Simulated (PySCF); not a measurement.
**The bond of CsCl+, level by level**

One job finds the state of CsCl+, follows it along the bond with each method and fits the curves.

The runs use PySCF 2.14.0; Cs def2-SVP with ECP46, Cl def2-SVP, scalar-relativistic core potentials.

**1. The job**

The job is set up so:

- atoms: Cs, Cl
- charge: 1
- basis: Cs def2-SVP with ECP46, Cl def2-SVP
- Hamiltonian: scalar-relativistic core potentials
- basis functions: 42
- electrons treated: 25
- masses in u: 132.9054, 34.9689
- levels: PBE0, PBE, r²SCAN, r²SCAN0, BHandHLYP, revPBE, CAM-B3LYP, HF, MP2, SCS-MP2, CCSD, CCSD(T)
- grid: 80 radial by 434 angular points
- occupations: held fixed by the projection of orbital angular momentum
- dissociation limit: Cs+ + Cl, each in its ground configuration
- starting distance in angstrom: 3.275
- values of 2S to try: 1, 3

Launch:

```
$ OMP_NUM_THREADS=1 python dia.py task.json out
```

After this run come: PBE0 along the bond; Excited determinants; PBE (GGA); r²SCAN (meta-GGA); r²SCAN0; BHandHLYP (global hybrid GGA); revPBE (GGA); CAM-B3LYP (range-separated hybrid); UHF; Correlated methods on the Hartree–Fock reference.

What does the calculation give? Wanted: for each run, Re; ωe; De; μ.

**Answer**, as computed:

Lowest PBE0 solution found, without spin–orbit coupling: ²Π (doublet), unpaired electrons π ↑. State 2 has its PBE0 minimum 0.20 eV higher. The other levels ran on the lowest alone.

```csv
level,Re (Å),ωe (cm⁻¹),De (eV),μ (D)
UHF,3.784,67.6,0.178,-3.07
UHF-MP2,3.663,78.8,0.231,n/a
UHF-SCS-MP2,3.678,77.6,0.225,n/a
UHF-CCSD,3.663,79.1,0.231,n/a
UHF-CCSD(T),3.655,80.1,0.236,n/a
PBE,3.623,79.5,0.276,-2.62
revPBE,3.740,69.0,0.237,-2.80
r²SCAN,3.653,77.2,0.228,-2.81
PBE0,3.628,77.4,0.241,-2.73
r²SCAN0,3.637,77.8,0.222,-2.82
BHandHLYP,3.642,78.8,0.235,-2.78
CAM-B3LYP,3.604,82.9,0.266,-2.68
```

De is counted to Cs+ + Cl in their ground configurations. A positive dipole points from Cs to Cl; in an ion it is taken about the centre of mass and does not tell which atom is negative.

In words: Bond lengths run from 3.604 Å (CAM-B3LYP) to 3.784 Å (UHF). CCSD(T) can't serve as the judge here: for a weak bond in this basis it is far from its limit. Of the levels with a De here, UHF gives the least (0.178 eV) and PBE the most (0.276 eV).

Correlated steps freeze 5 core orbitals. Spin–orbit coupling is left out, which matters for elements this heavy, above all for dissociation energies. The bond is weak, and basis-set superposition, which was not computed, may be a sizeable part of it. With spin–orbit coupling the term label itself may not hold.
